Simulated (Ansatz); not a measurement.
# C9H11+: small, medium and large basis sets

Aim: see how fast density functionals converge with the basis set for C9H11+.

The runs use Ansatz 0.2.0, Gaussian basis; one geometry, several basis sets.

Plan: PBE0-D4/def2-SVP; ωB97M-V/def2-SVP; PBE0-D4/def2-QZVPP; ωB97M-V/def2-QZVPP; the functionals' def2-TZVPP values are taken from earlier runs.

## (1) The relaxed structure

The geometry comes from an earlier relaxation with PBE0-D4 in a triple-zeta def2 set; it is a stationary point, not always the lowest conformer.

SMILES `C[C+](C)c1ccccc1`, 20 atoms, charge 1, spin multiplicity 1.

Atoms are counted from 1 here; the program's logs count them from 0.

Bond lengths: C1–C2 1.473 Å, C1–H10 1.101 Å, C1–H11 1.092 Å, C1–H12 1.086 Å, C2–C3 1.473 Å, C2–C4 1.408 Å, C3–H13 1.092 Å, C3–H14 1.085 Å, C3–H15 1.101 Å, C4–C5 1.420 Å, C4–C9 1.420 Å, C5–C6 1.372 Å, C5–H16 1.081 Å, C6–C7 1.394 Å, C6–H17 1.083 Å, C7–C8 1.394 Å, C7–H18 1.084 Å, C8–C9 1.372 Å and more. Angles: C2–C1–H10 107.2°, C2–C1–H11 110.3°, C2–C1–H12 115.3°, H10–C1–H11 105.4°, H10–C1–H12 108.3°, H11–C1–H12 109.9°, C1–C2–C3 114.5°, C1–C2–C4 122.8°, C3–C2–C4 122.8°, C2–C3–H13 110.3°, C2–C3–H14 115.3°, C2–C3–H15 107.2°, H13–C3–H14 109.9°, H13–C3–H15 105.4°, H14–C3–H15 108.3°, C2–C4–C5 120.9°, C2–C4–C9 120.9°, C5–C4–C9 118.2° and more.

## (2) PBE0-D4 in def2-SVP

The input, in.yaml:

```yaml
crystal:
  periodic: [false, false, false]
  atoms:
    - {symbol: C, position_ang: [-0.463824, -0.839786, 2.224363]}
    - {symbol: C, position_ang: [-0.782148, -0.057433, 1.017194]}
    - {symbol: C, position_ang: [-2.071140, 0.653807, 1.073249]}
    - {symbol: C, position_ang: [0.074818, 0.005470, -0.097581]}
    - {symbol: C, position_ang: [1.344711, -0.628750, -0.077062]}
    - {symbol: C, position_ang: [2.181883, -0.554749, -1.161780]}
    - {symbol: C, position_ang: [1.771853, 0.130074, -2.304856]}
    - {symbol: C, position_ang: [0.526061, 0.753415, -2.360996]}
    - {symbol: C, position_ang: [-0.307807, 0.704688, -1.272299]}
    - {symbol: H, position_ang: [-0.049185, -0.139285, 2.965215]}
    - {symbol: H, position_ang: [-1.379200, -1.229602, 2.675123]}
    - {symbol: H, position_ang: [0.250078, -1.644831, 2.080837]}
    - {symbol: H, position_ang: [-2.288565, 0.962646, 2.098183]}
    - {symbol: H, position_ang: [-2.162408, 1.503125, 0.403456]}
    - {symbol: H, position_ang: [-2.855200, -0.074483, 0.815718]}
    - {symbol: H, position_ang: [1.673752, -1.162013, 0.803908]}
    - {symbol: H, position_ang: [3.154210, -1.029940, -1.133355]}
    - {symbol: H, position_ang: [2.432114, 0.178433, -3.163765]}
    - {symbol: H, position_ang: [0.221479, 1.277690, -3.257882]}
    - {symbol: H, position_ang: [-1.271482, 1.191515, -1.327670]}
basis:
  gaussian: {orbitals: def2-SVP}
total_charge: 1
hamiltonian: {xc: pbe0, dispersion: d4}
output: {orbitals: {seedname: orbitals}}
```

The runs that follow: ωB97M-V in def2-SVP; PBE0-D4 in def2-QZVPP; ωB97M-V in def2-QZVPP.

**Question.** What will the summary of the whole plan be? Wanted: PBE0-D4: double and triple zeta above quadruple; ωB97M-V: double and triple zeta above quadruple.

As calculated:

| quantity | value |
| --- | --- |
| PBE0-D4: double and triple zeta above quadruple | 10.57, 0.50 eV |
| ωB97M-V: double and triple zeta above quadruple | 11.05, 0.47 eV |

In words: PBE0-D4 gains 10.07 eV from double to triple zeta, then 0.50 eV more. Total energies overstate the basis error of differences, where much of it tends to cancel.
